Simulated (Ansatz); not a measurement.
I need a rigid torsion scan of C2H3BO, SMILES OC1=CB1. Use the Python package of Ansatz (0.2.0). Settings (for the species named): r2scan0, def2-SVP basis, multiplicity 1.

```yaml
atoms:
  - { symbol: O, position_ang: [-1.7187, 0.2947, -0.0602] }
  - { symbol: C, position_ang: [-0.4258, 0.0332, 0.0875] }
  - { symbol: C, position_ang: [0.5843, -0.4469, 0.8864] }
  - { symbol: B, position_ang: [1.0271, 0.0029, -0.4847] }
  - { symbol: H, position_ang: [-2.0987, 0.7119, -0.9668] }
  - { symbol: H, position_ang: [0.9437, -0.8368, 1.8471] }
  - { symbol: H, position_ang: [1.7493, 0.1730, -1.3550] }
```

`run_torsion.py`:
```python
"""Energy of C2H3BO as one group turns about a bond."""

import logging
import sys

import ansatz as az
from ase import Atoms

logging.basicConfig(stream=sys.stdout, format="[%(levelname)s] %(message)s")
logger = logging.getLogger("c2h3bo")
logger.setLevel(logging.INFO)

atoms = Atoms(["O", "C", "C", "B", "H", "H", "H"], positions=[
    [-1.7187, 0.2947, -0.0602],
    [-0.4258, 0.0332, 0.0875],
    [0.5843, -0.4469, 0.8864],
    [1.0271, 0.0029, -0.4847],
    [-2.0987, 0.7119, -0.9668],
    [0.9437, -0.8368, 1.8471],
    [1.7493, 0.173, -1.355],
])

# relax first, so that the scan starts from a minimum
first = (
    az.Crystal.molecule_from_ase(atoms).calculation()
    .basis(gaussian="def2-SVP")
    .functional("r2scan0")
    .relax(force_tolerance=0.02, max_steps=80)
)
atoms.positions = first.run(threads=1).report["positions_ang"]

start = atoms.get_dihedral(2, 1, 0, 4)
energies = {}
for turn in range(0, 360, 30):
    turned = atoms.copy()
    turned.set_dihedral(2, 1, 0, 4, start + turn, indices=[0, 4])
    model = az.Crystal.molecule_from_ase(turned).calculation()
    model = model.basis(gaussian="def2-SVP").functional("r2scan0")
    energies[round((start + turn) % 360)] = model.run(threads=1).report["free_energy_ev"]
floor = min(energies.values())
logger.info("dihedral C2-C1-O0-H4 (deg)   E - E(min) (kJ/mol)")
for angle, e in sorted(energies.items()):
    logger.info(f"{angle:8d} {96.485332 * (e - floor):14.3f}  " + "#" * int(30 * (e - floor) / max(max(energies.values()) - floor, 1e-9)))
```

```console
$ python run_torsion.py
[INFO] dihedral C2-C1-O0-H4 (deg)   E - E(min) (kJ/mol)
[INFO]       30         17.919  ##########
[INFO]       60         39.634  #######################
[INFO]       90         49.690  ##############################
[INFO]      120         35.195  #####################
[INFO]      150         11.094  ######
[INFO]      180          0.000
[INFO]      210         11.091  ######
[INFO]      240         35.191  #####################
[INFO]      270         49.687  #############################
[INFO]      300         39.633  #######################
[INFO]      330         17.919  ##########
[INFO]      360          7.454  ####
```

The scan is rigid and the energies are electronic, in a modest basis. With rigid groups the curve can differ much from the relaxed path, the start wasn't checked as a minimum of this torsion, and equivalent turns needn't return to the same energy. Finished in 56 s on 1 thread of Arm Neoverse V1 (shared host), peak memory 0.23 GiB.

(Lines on the test bed's own set-up are left out of the output.)
